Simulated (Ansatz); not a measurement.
**CH5FO2Si: one species, many methods**

An exercise on one series of results from a longer session: the logs are not shown, and one member is left open.

Computed with Ansatz 0.2.0, Gaussian basis. Level: functionals in def2-TZVPP, the program's frozen cores in correlated methods.

Levels to be run: PBE-D4, r2SCAN-D4, PBE0-D4, B3LYP-D4, ωB97X-V, ωB97M-V, B2PLYP; CCSD(T)/def2-TZVPP; MP2/def2-QZVPP; extrapolation to the limit.

## The geometry

The geometry comes from an earlier relaxation with PBE0-D4 in a triple-zeta def2 set; it is a stationary point, not always the lowest conformer.

SMILES `OCO[SiH2]F`, 10 atoms, charge 0, spin multiplicity 1.

Atoms are counted from 1 here; the program's logs count them from 0.

Bond lengths: O1–C2 1.390 Å, O1–H6 0.962 Å, C2–O3 1.406 Å, C2–H7 1.093 Å, C2–H8 1.095 Å, O3–Si4 1.633 Å, Si4–F5 1.596 Å, Si4–H9 1.476 Å, Si4–H10 1.478 Å. Angles: C2–O1–H6 108.9°, O1–C2–O3 112.8°, O1–C2–H7 106.0°, O1–C2–H8 112.0°, O3–C2–H7 110.0°, O3–C2–H8 106.2°, H7–C2–H8 109.9°, C2–O3–Si4 125.6°, O3–Si4–F5 110.1°, O3–Si4–H9 105.5°, O3–Si4–H10 112.9°, F5–Si4–H9 108.8°, F5–Si4–H10 106.9°, H9–Si4–H10 112.7°.

Set-up of the first run:

in.yaml reads:

```yaml
crystal:
  periodic: [false, false, false]
  atoms:
    - {symbol: O, position_ang: [1.478304, -0.779583, 0.507470]}
    - {symbol: C, position_ang: [0.284803, -1.228209, -0.044901]}
    - {symbol: O, position_ang: [-0.768693, -0.311059, 0.116865]}
    - {symbol: Si, position_ang: [-0.696821, 1.287304, -0.211913]}
    - {symbol: F, position_ang: [-0.218851, 1.516217, -1.717595]}
    - {symbol: H, position_ang: [1.397483, -0.779492, 1.465958]}
    - {symbol: H, position_ang: [0.484157, -1.383879, -1.107832]}
    - {symbol: H, position_ang: [-0.052555, -2.164411, 0.411158]}
    - {symbol: H, position_ang: [-2.080658, 1.780693, -0.072729]}
    - {symbol: H, position_ang: [0.255931, 2.011218, 0.656416]}
basis:
  gaussian: {orbitals: def2-TZVPP}
hamiltonian: {xc: pbe, dispersion: d4}
output: {forces: true, orbitals: {seedname: orbitals}}
```

Launch:

```console
> ansatz run in.yaml --threads 4 --pin off --events-out ev --progress --plain --max-ram 10444MiB
```

Among the steps run: PBE-D4 (GGA); r2SCAN-D4 (meta-GGA); PBE0-D4 (hybrid); B3LYP-D4 (hybrid); ωB97X-V (range-separated); ωB97M-V (range-separated); B2PLYP (double hybrid); CCSD(T) in def2-TZVPP; MP2 in def2-QZVPP.

One of the session's tables, all rows but one given; the rest of the session is left out.

It belongs to the step «Atomisation energies». 

| method | atomisation energy (kJ/mol) |
| --- | --- |
| PBE-D4 | 3869.3 |
| r2SCAN-D4 | 3817.9 |
| PBE0-D4 | 3780.4 |
| B3LYP-D4 | 3800.3 |
| ωB97X-V | ? |
| ωB97M-V | 3826.7 |
| B2PLYP | 3775.9 |
| HF/def2-TZVPP | 2734.3 |
| MP2/def2-TZVPP | 3816.9 |
| CCSD/def2-TZVPP | 3666.9 |
| CCSD(T)/def2-TZVPP | 3723.0 |
| MP2/CBS | 3928.5 |
| CCSD(T)/CBS | 3834.6 |

Q: Estimate the row for ωB97X-V from the others.

**Answer.** atomisation energy (kJ/mol): 3827.4. In the column «atomisation energy (kJ/mol)» it lies between ωB97M-V (3826.7) and CCSD(T)/CBS (3834.6).
